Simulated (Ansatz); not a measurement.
Crystal: InRh.

```
CELL_PARAMETERS angstrom
3.19600 0.00000 0.00000
0.00000 3.19600 0.00000
0.00000 0.00000 3.19600
ATOMIC_POSITIONS crystal
In 0.50000 0.50000 0.50000
Rh 0.00000 0.00000 0.00000
```

| Item | Value |
| --- | --- |
| Program | Ansatz 0.2.0 |
| Task | relaxation of cell and atoms |
| Functional | revPBE |
| Potentials or basis | Ansatz PAW |
| Cutoff | 420 eV (not typed: the program's choice for these potentials) |
| k mesh | 8 × 8 × 8 |
| Occupations | fermi-dirac, width 0.05 eV |
| Spin | no spin polarisation |

At the start: volume 16.32 Å³/atom.

Q: How do energy, volume and symmetry change on relaxing?

A: It ends after 5 steps and the volume is 17.26 Å³/atom (+5.7 %); space group Pm-3m (No. 221, to 0.05 Å).

Step by step:
```
step  energy change (eV)  largest force (eV/Å)  volume (Å³)
   1              0.0000                0.0000        32.65
   2             -0.0480                0.0000        34.68
   3             -0.0485                0.0000        34.53
   4             -0.0485                0.0000        34.51
   5             -0.0497                0.0000        34.51
```

Final structure:
```
In Rh
1.0
     3.25584    0.00000    0.00000
     0.00000    3.25584    0.00000
     0.00000    0.00000    3.25584
In Rh
1 1
Cartesian
  1.6279 1.6279 1.6279
  0.0000 0.0000 0.0000
```

Caveat: the plane-wave basis is chosen anew once the cell has moved, so the energies of steps on either side of that aren't comparable; the PAW data sets come from PBE, with cores solved anew for the run's functional, which leaves a small shift of forces and pressure.
